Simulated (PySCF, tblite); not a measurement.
# C6H11NO2Si: geometry, infrared bands and NMR shifts

Aim: predict the infrared bands and NMR shifts of C6H11NO2Si (`CCOCc1cnoc1[SiH3]`).

Programs: tblite 0.8.0 and PySCF 2.14.0, with density-fitted response routines of our own. Each step states its level of theory. These are calculated values for one molecule in the gas phase, unless marked as measured. Atoms are numbered from 0 throughout.

## (1) The molecule as given

21 atoms, charge 0, multiplicity 1; geometry from: force field or distance geometry start.

Bonds of the start (Å): C0–C1 1.51, C1–O2 1.41, O2–C3 1.42, C3–C4 1.48, C4–C5 1.42, C5–N6 1.33, N6–O7 1.39, O7–C8 1.37, C8–Si9 1.85, C8–C4 1.39, C0–H10 1.10, C0–H11 1.10, C0–H12 1.08, C1–H13 1.10, C1–H14 1.11, C3–H15 1.12, C3–H16 1.09, C5–H17 1.08, Si9–H18 1.49, Si9–H19 1.48, Si9–H20 1.49.

## (2) Relaxing the molecule with GFN2-xTB

What the job is given:

```
{"job": {"kind": "relax", "xc": "GFN2-xTB", "basis": "xTB"}, "charge": 0, "multiplicity": 1}
C      2.898700     1.339800    -0.434700
C      2.276900    -0.002100    -0.117200
O      0.886500     0.063300    -0.333700
C      0.225500    -1.161000    -0.049600
C     -1.239600    -1.067000    -0.260200
C     -2.057900    -1.956200    -1.001500
N     -3.331200    -1.584900    -0.998500
O     -3.370700    -0.418000    -0.253000
C     -2.116900    -0.093600     0.190900
Si    -1.974400     1.453300     1.204500
H      2.688700     1.611300    -1.477900
H      2.441900     2.123300     0.190200
H      3.966300     1.334400    -0.260900
H      2.726000    -0.779600    -0.750500
H      2.470000    -0.248200     0.943800
H      0.407100    -1.435000     1.018900
H      0.650200    -1.952700    -0.673200
H     -1.773700    -2.860000    -1.529500
H     -1.687500     2.635300     0.344700
H     -3.220200     1.709200     1.961600
H     -0.874500     1.305700     2.196200
```

Command:

```sh
OMP_NUM_THREADS=1 python probes_run.py task.json out
```

One launch serves the whole session: the jobs run in the order shown.

**Question.** This job is followed by: GFN2-xTB harmonic vibrations, gas phase; GIAO PBE0/pcSseg-1 NMR shielding, non-relativistic, gas phase. What will the session give for the following? strongest single infrared mode (GFN2-xTB); zero-point energy (GFN2-xTB); 13C shifts against TMS (PBE0/pcSseg-1); 1H shifts against TMS (PBE0/pcSseg-1, means over atoms taken as alike); 17O shifts against H2O (PBE0/pcSseg-1); 15N shifts against NH3 (PBE0/pcSseg-1); 29Si shifts against TMS (PBE0/pcSseg-1).

The runs gave:

```
                                                              quantity                                      value
                             strongest single infrared mode (GFN2-xTB)                      2242 cm⁻¹, 365 km/mol
                                          zero-point energy (GFN2-xTB)                              99.1 kcal/mol
                                13C shifts against TMS (PBE0/pcSseg-1)  172.3, 149.0, 135.4, 71.6, 69.8, 17.8 ppm
1H shifts against TMS (PBE0/pcSseg-1, means over atoms taken as alike)           8.14, 4.80, 4.54, 3.86, 1.52 ppm
                                17O shifts against H2O (PBE0/pcSseg-1)                            428.3, 51.1 ppm
                                15N shifts against NH3 (PBE0/pcSseg-1)                                  443.1 ppm
                               29Si shifts against TMS (PBE0/pcSseg-1)                                  -86.8 ppm
```

**Reading.** The optimisation took 171 steps and gained 0.235 eV; among the close pairs (by a distance rule), Si9–H18 changed most, from 1.490 to 1.457 Å. No mode is imaginary among the 57: a minimum at this level. The strongest single mode, at 2242 cm⁻¹, moves mainly H19. GFN2-xTB is a fitted tight-binding method: band positions and strengths are rough. Its intensities can rank the bands wrongly. At PBE0/pcSseg-1: Shielding is most anisotropic at N6 (span 472 ppm, paramagnetic term -493 ppm). NICS(1)zz of -28 ppm above the planar ring from C4 marks a diatropic (aromatic) ring current.
